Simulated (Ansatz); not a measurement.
# C2H5Si2: geometry optimisation from a Python script

What geometry does C2H5Si2 take? A script is to give a geometry optimisation; the system is C2H5Si2.

All numbers are computed with Ansatz 0.2.0 through its Python package. Level of theory: r2SCAN+D3(BJ)/cc-pVDZ.

## Step 1: Starting point

Bond lengths: C1–C2 1.205 Å, C2–Si3 1.815 Å, Si3–Si4 2.233 Å, C1–H5 1.058 Å, Si3–H6 1.470 Å, Si3–H7 1.470 Å, Si4–H8 1.470 Å, Si4–H9 1.470 Å. Angles: C1–C2–Si3 180.0°, C2–C1–H5 180.0°, C2–Si3–Si4 109.3°, C2–Si3–H6 109.5°, C2–Si3–H7 109.5°, Si4–Si3–H6 109.5°, Si4–Si3–H7 109.5°, H6–Si3–H7 109.6°, Si3–Si4–H8 109.4°, Si3–Si4–H9 109.3°, H8–Si4–H9 109.5°.

No structure file is read: the coordinates are typed or built in the script.

## Step 2: The script

The input, opt_c2h5si2.py:

```python
# -*- coding: utf-8 -*-
'''Geometry optimisation of C2H5Si2.'''

import ansatz as az
import numpy as np

SETTINGS = {
    'basis': 'cc-pVDZ',
    'xc': 'r2scan',
    'dispersion': 'd3bj',
}

GEOMETRY = '''
C    -2.15480   -1.23130   -0.68070
C    -1.08160   -0.91950   -0.22990
Si    0.53490   -0.44840    0.44870
Si    0.78690    1.76450    0.28770
H    -3.09730   -1.50490   -1.07660
H     0.61030   -0.84990    1.86120
H     1.59970   -1.11910   -0.31180
H     2.10060    2.14630    0.82660
H     0.70120    2.16230   -1.12520
'''


def main():
    molecule = az.Crystal.molecule()
    for line in GEOMETRY.strip().splitlines():
        symbol, *xyz = line.split()
        molecule = molecule.atom(symbol, [float(v) for v in xyz])

    job = (
        molecule.calculation()
        .basis(gaussian=SETTINGS['basis'])
        .functional(SETTINGS['xc'], dispersion=SETTINGS['dispersion'])
        .spin('collinear', total=1)
        .accuracy('medium')
    )
    symbols = [site.symbol for site in molecule.cartesian_sites]
    start = np.array([site.position_ang for site in molecule.cartesian_sites], dtype=float)
    def progress(event):
        if event['event'] == 'relax_step':
            row = event['data']
            print(f'step {row["step"]:3d}  E = {row["lagrangian_ev"]:.6f} eV  largest force component {row["allowed_force_max_ev_ang"]:.4f} eV/A')


    summary = job.relax(force_tolerance=0.02).session().plan().execute(on_event=progress).report
    end = np.array(summary['positions_ang'])

    print(f'E = {summary["free_energy_ev"]:.6f} eV = {summary["free_energy_ev"] / 27.211386246:.7f} Ha')
    print('converged:', summary['converged'], ' doubts:', summary['published_state_doubts'] or 'none')

    print('final positions (A) and the move of each atom')
    for symbol, xyz, old in zip(symbols, end, start):
        print(f'{symbol:2s} {xyz[0]:10.5f} {xyz[1]:10.5f} {xyz[2]:10.5f}   {np.linalg.norm(xyz - old):7.4f}')


if __name__ == '__main__':
    main()
```

## Step 3: Launch

On the command line:

```console
$ python opt_c2h5si2.py
```

Without the output at hand: what should come out? Wanted: total energy; dipole moment; <S²> of the mean field; moves of the relaxation; energy gained; last largest force component.

**Answer**, as computed:

| quantity | value |
| --- | --- |
| total energy | -17904.6479 eV |
| dipole moment | 0.40 D |
| <S²> of the mean field (pure state) | 0.756 (0.75) |
| moves of the relaxation | 5 |
| energy gained | 0.163 eV |
| last largest force component | 0.0158 eV/Å |

In words: After 5 moves the largest shift is 0.184 Å, of atom 7 (H). The end point is the stationary point reached from this start; no frequency run checks that it is a minimum, and the basis set is modest. The run takes the species as open-shell (spin multiplicity 2), which needn't be its ground state. A dispersion term here runs with damping parameters fitted for another variant or functional.
